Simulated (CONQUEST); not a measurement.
BiTe:

```
Bi Te
1.0
     4.84542    0.00000    0.00000
     0.00000    8.39251    0.00000
     0.00000    0.00000    9.95188
Bi Te
6 6
Cartesian
  0.0000 0.0000 4.9759
  0.0000 2.7975 1.6586
  0.0000 5.5950 8.2932
  2.4227 1.3988 8.2932
  2.4227 4.1963 4.9759
  2.4227 6.9938 1.6586
  0.0000 0.0000 0.0000
  0.0000 2.7975 6.6346
  0.0000 5.5950 3.3173
  2.4227 1.3988 3.3173
  2.4227 4.1963 0.0000
  2.4227 6.9938 6.6346
```

The cell comes from a database or a generator and needn't be the stable form of this composition.

* Program: CONQUEST 1.3
* Task: single point
* Functional: PBEsol
* Potentials or basis: PseudoDojo NC PBEsol, DZP, grid cutoff 120 Ha
* k mesh: 6 × 3 × 3
* Occupations: fermi-dirac, width 0.05 eV
* Spin: no spin polarisation

On this cell: pressure -1.8 GPa; largest force 0.011 eV/Å; band gap on the k mesh none (metal or under the smearing width).

The same run follows on a disturbed copy (atoms moved at random, drawn with an rms of 0.05 Å):

```
Bi Te
1.0
     4.84542    0.00000    0.00000
     0.00000    8.39251    0.00000
     0.00000    0.00000    9.95188
Bi Te
6 6
Direct
  0.00113 0.00192 0.49935
  0.00113 0.33525 0.16602
  0.00113 0.66859 0.83268
  0.50113 0.16859 0.83268
  0.50113 0.50192 0.49935
  0.50113 0.83525 0.16602
  0.00132 0.32949 0.66447
  0.00132 0.66282 0.33113
  0.00132 0.99615 0.99780
  0.50132 0.16282 0.33113
  0.50132 0.49615 0.99780
  0.50132 0.82949 0.66447
```

**Question.** What does the disturbed cell give?

**Answer.** The energy (extrapolated to zero smearing) moves by +1.4 meV/atom; pressure -1.7 GPa; largest force 0.117 eV/Å; band gap on the k mesh none (metal or under the smearing width).

Forces in eV/Å, atoms in the order of the input:
```
Bi   0.000 -0.115 -0.023
Bi   0.003 -0.107 -0.021
Bi   0.000 -0.109 -0.024
Bi   0.000 -0.109 -0.024
Bi   0.000 -0.115 -0.023
Bi   0.003 -0.107 -0.021
Te   0.001  0.113  0.010
Te   0.002  0.108  0.023
Te  -0.005  0.110  0.013
Te   0.002  0.108  0.023
Te  -0.005  0.110  0.013
Te   0.001  0.113  0.010
```

Stress tensor (GPa, compression positive):
```
-1.56  0.00  0.00
 0.00 -1.71  0.53
 0.00  0.53 -1.84
```

The forces don't sum to zero, so they hold noise of the program's grid.

Caveats: the box holds several primitive cells, so bands are folded and the points are those of the box's own zone; spin-orbit coupling is left out, which moves the levels of the heavy elements; the basis of atomic orbitals isn't converged, which shifts pressures, moduli and gaps.
